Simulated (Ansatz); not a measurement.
**SnCl2 + HCl: a complex and its separated parts**

Aim: how far the complex at one end of a reaction step lies below its separated, relaxed parts, level by level.

Computed with Ansatz 0.2.0, Gaussian basis. Level: PBE0-D4/def2-TZVP structures, single points in def2-TZVPP, no counterpoise correction.

Levels: SPW92, PBE-D4, BLYP-D4, r2SCAN-D4, B97M-V, PBE0-D4, B3LYP-D4, r2SCAN0-D4, BHLYP-D4, CAM-B3LYP-D4, wB97X-V, wB97M-V, B2PLYP, PBE-QIDH, RPA on PBE, Hartree-Fock, MP2, CCSD, CCSD(T).

Correlated methods freeze the cores. Filled d shells of the heavier atoms are correlated. Core potentials replace the inner electrons past krypton, and spin-orbit coupling is left out. B3LYP uses VWN-RPA correlation. B2PLYP carries no dispersion term here.

## 1. Starting geometry

The complex: 5 atoms, charge 0, spin multiplicity 1.

Atoms are counted from 1 here; the program's logs count them from 0.

Bond lengths: Sn1–Cl2 2.366 Å, Sn1–Cl3 2.425 Å, H4–Cl5 1.301 Å. Angles: Cl2–Sn1–Cl3 97.2°.

Coordinates:

```mol
Cl3HSn
  3D, bonds by distance, orders not assigned

  5  3  0  0  0  0  0  0  0  0999 V2000
    1.2020    0.1731   -0.8328 Sn  0  0
    1.3125   -2.0793   -0.1167 Cl  0  0
   -1.1309    0.1661   -1.4941 Cl  0  0
   -1.1362    0.7388    0.7654 H   0  0
   -0.2473    1.0014    1.6782 Cl  0  0
  1  2  8  0
  1  3  8  0
  4  5  8  0
M  END
```

Its parts: SnCl2 holds atoms 1, 2, 3; HCl holds atoms 4, 5. Each part counts its atoms afresh in its own runs.

## 2. Relaxing SnCl2 alone

relax-a/in.yaml reads:

```yaml
crystal:
  periodic: [false, false, false]
  atoms:
    - {symbol: Sn, position_ang: [1.201958, 0.173069, -0.832803]}
    - {symbol: Cl, position_ang: [1.312541, -2.079348, -0.116738]}
    - {symbol: Cl, position_ang: [-1.130896, 0.166085, -1.494063]}
basis:
  gaussian: {orbitals: def2-TZVP}
hamiltonian: {xc: pbe0, dispersion: d4}
relax: {f_tol: 0.005, max_steps: 200}
```

No record of the launch command was kept for these runs.

Further steps of the session: Relaxing HCl alone; wB97M-V/def2-TZVPP; CCSD(T)/def2-TZVPP; Vibrations of SnCl2; Vibrations of HCl.

What does the calculation give? Wanted: complex less parts, CCSD(T)/def2-TZVPP; with zero-point energy; largest T1 diagnostic.

**Answer**, as computed:

| quantity | value |
| --- | --- |
| complex less parts, CCSD(T)/def2-TZVPP | -20.5 kJ/mol |
| with zero-point energy | -16.3 kJ/mol |
| largest T1 diagnostic | 0.014 |

What this shows: At CCSD(T) the complex lies 20.5 kJ/mol below its parts. Among the functionals B2PLYP lands nearest to CCSD(T) (+1.9 kJ/mol) and SPW92 farthest (-30.3 kJ/mol). Mean unsigned error by rung: LDA 30.3, GGA 12.4, meta-GGA 8.6, hybrid 8.6, range-separated hybrid 6.7, double hybrid 3.0 kJ/mol. PBE-D4 gives a relative energy 14.3 kJ/mol too low, outside chemical accuracy (1 kcal/mol, 4.2 kJ/mol). No counterpoise was applied, and triple zeta lacks some correlation, so the CCSD(T) reference has a basis error of its own, and close matches with it are partly luck.
